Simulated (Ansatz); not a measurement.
# F on TiAl (101)

The task, for TiAl: compare the adsorption sites of F.

Method: DFT PBEsol, scalar-relativistic, plane waves, PAW, in Ansatz 0.2.0.

2 further runs of the same task are left out: 2 set aside as unsound or not needed.

**1. The starting structure**

The structure is monoclinic, space group Pm (No. 6). Conventional cell: a = 4.912 Å, b = 2.795 Å, c = 23.895 Å, α = 90.00°, β = 90.00°, γ = 90.00°. Around Ti (site symmetry m) lie 3 Ti at 2.80 Å and 6 Al at 2.83 Å. Around Al (site symmetry m) lie 3 Al at 2.80 Å and 6 Ti at 2.83 Å. Ti (site symmetry m) is surrounded by 4 Ti at 2.78 to 2.80 Å and 8 Al at 2.83 Å. Al (site symmetry m) has 4 Al at 2.80 Å and 8 Ti at 2.82 to 2.83 Å as nearest neighbours. Ti (site symmetry m) is surrounded by 4 Ti at 2.71 to 2.80 Å and 8 Al at 2.82 to 2.90 Å. Around Al (site symmetry m) lie 8 Ti at 2.77 to 2.83 Å and 4 Al at 2.80 Å. Ti (site symmetry m) is surrounded by 3 Ti at 2.71 to 2.80 Å and 6 Al at 2.77 to 2.84 Å. Al (site symmetry m) has 3 Al at 2.80 Å and 6 Ti at 2.82 to 2.90 Å as nearest neighbours.

Coordinates:

```xyz
8
Lattice="2.7952 0.0000 0.0000 0.0000 4.9117 0.0000 0.0000 0.0000 23.8952" Properties=species:S:1:pos:R:3 pbc="T T T"
Ti    0.0000    1.5907    8.5000
Al    1.3976    4.0465    8.5000
Ti    0.0000    3.1814   10.7984
Al    1.3976    0.7256   10.7984
Ti    0.0000    4.7715   13.0841
Al    1.3976    2.3148   13.1054
Ti    0.0000    1.3983   15.3201
Al    1.3976    3.8448   15.4530
```

Planes are indexed in the bulk's conventional cell (P4/mmm (No. 123)), a = 2.795 Å, b = 2.795 Å, c = 4.039 Å, α = 90.00°, β = 90.00°, γ = 90.00°.

This (101) slab, 6.9 Å thick as cut, with 17 Å of vacuum; its outer planes are TiAl (top) and TiAl (bottom), was relaxed beforehand with its lower half held: -11993.7798 eV, work function 4.38 eV (top face), 4.31 eV (bottom face), dipole along +c -0.005 e·Å per cell.

**2. F at the top (Al) site**

input.yaml

```yaml
crystal:
  lattice:
    - [2.7951585288, 0.0, 0.0]
    - [0.0, 4.9116529449, 0.0]
    - [0.0, 0.0, 25.8951855544]
  atoms:
    - { symbol: Ti, position: [0.0, 0.3238601733, 0.3282463446] }
    - { symbol: Al, position: [0.5, 0.8238601733, 0.3282463446] }
    - { symbol: Ti, position: [0.0, 0.6477203466, 0.4170039702] }
    - { symbol: Al, position: [0.5, 0.1477203466, 0.4170039702] }
    - { symbol: Ti, position: [0.0, 0.9714621903, 0.5052707063] }
    - { symbol: Al, position: [0.5, 0.471292244, 0.5060950115] }
    - { symbol: Ti, position: [0.0, 0.2846919148, 0.5916209882] }
    - { symbol: Al, position: [0.5, 0.7827906234, 0.596752307] }
    - { symbol: F, position: [0.5, 0.7827906234, 0.6654909533] }
basis:
  ecutwfc: 420
kpoints:
  mp_grid: { grid: [10, 6, 1] }
hamiltonian:
  xc: pbesol
scf:
  occupations: { method: gaussian, width: 0.1 }
output:
  forces: true
  eigenvalues: true
relax:
  adjacent_minimum: "off"
  f_tol: 0.03
  max_steps: 70
  constraints: [{ sites: [0, 1, 2, 3] }]
efield:
  axis: 3
  dipole_correction: true
```

Further runs follow: F put at a hollow (nearest Ti) site; F at the bridge (Ti-Ti) site.

Q: Predict the outcome of this session. Wanted: F: lowest end.

**Answer**, as computed:

| quantity | value |
| --- | --- |
| F: lowest end | E_ads -6.29 eV, from the bridge (Ti-Ti) start, 2 bonded, 1.23 Å high |

**Reading.** F binds with 6.29 eV at best, a strong chemical bond when counted from the free atom, not from the element's molecule or solid; the ends span 0.00 eV. On the way to the lowest end the anchoring atom slid 0.9 Å from where it was put. The slab runs have no spin polarisation, while the free adsorbate has its spin; a moment that survived on the surface would lower E_ads. A start on a symmetric site keeps its symmetry, so an end may be a saddle point and not a minimum. The final runs have no spin polarisation, so no magnetic state was tried and one may lie lower.
